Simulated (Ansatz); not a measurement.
**Tl3Cu under changes of volume**

One of the cells (26.238 Å³/atom); the others are scaled copies at fixed shape and fractional positions:

```
Tl Cu
1.0
     4.71700    0.00000    0.00000
     0.00000    4.71700    0.00000
     0.00000    0.00000    4.71700
Tl Cu
3 1
Direct
  0.50000 0.50000 0.00000
  0.50000 0.00000 0.50000
  0.00000 0.50000 0.50000
  0.00000 0.00000 0.00000
```

The cell comes from a database or a generator and needn't be the stable form of this composition.

* Program: Ansatz 0.2.0
* Functional: PBE
* Potentials or basis: Ansatz PAW
* Cutoff: 420 eV (not typed: the program's choice for these potentials)
* k mesh: 6 × 6 × 6
* Occupations: fermi-dirac, width 0.05 eV
* Spin: no spin polarisation

```csv
volume (Å³/atom),energy over the lowest point (meV/atom),pressure (GPa)
24.664,?,?
25.189,4.92,1.5
25.714,1.22,0.7
26.238,0.00,0.0
26.763,0.95,-0.6
27.288,3.85,-1.1
27.813,8.42,-1.6
```

Q: What does the run at 24.664 Å³/atom give?

A: Energy over the lowest point 11.37 meV/atom; pressure 2.4 GPa.

Worked out: A Birch-Murnaghan fit of order 3 (a polynomial in V^(-2/3)) to the other rows has its minimum at 26.26 Å³/atom with B0 = V·E''(V) = 33 GPa and B' = 5.4. It gives 11.44 meV/atom at 24.664 Å³/atom, against the run's 11.37, and -dE/dV = 2.5 GPa, against 2.4.

Energies are extrapolated to zero smearing.
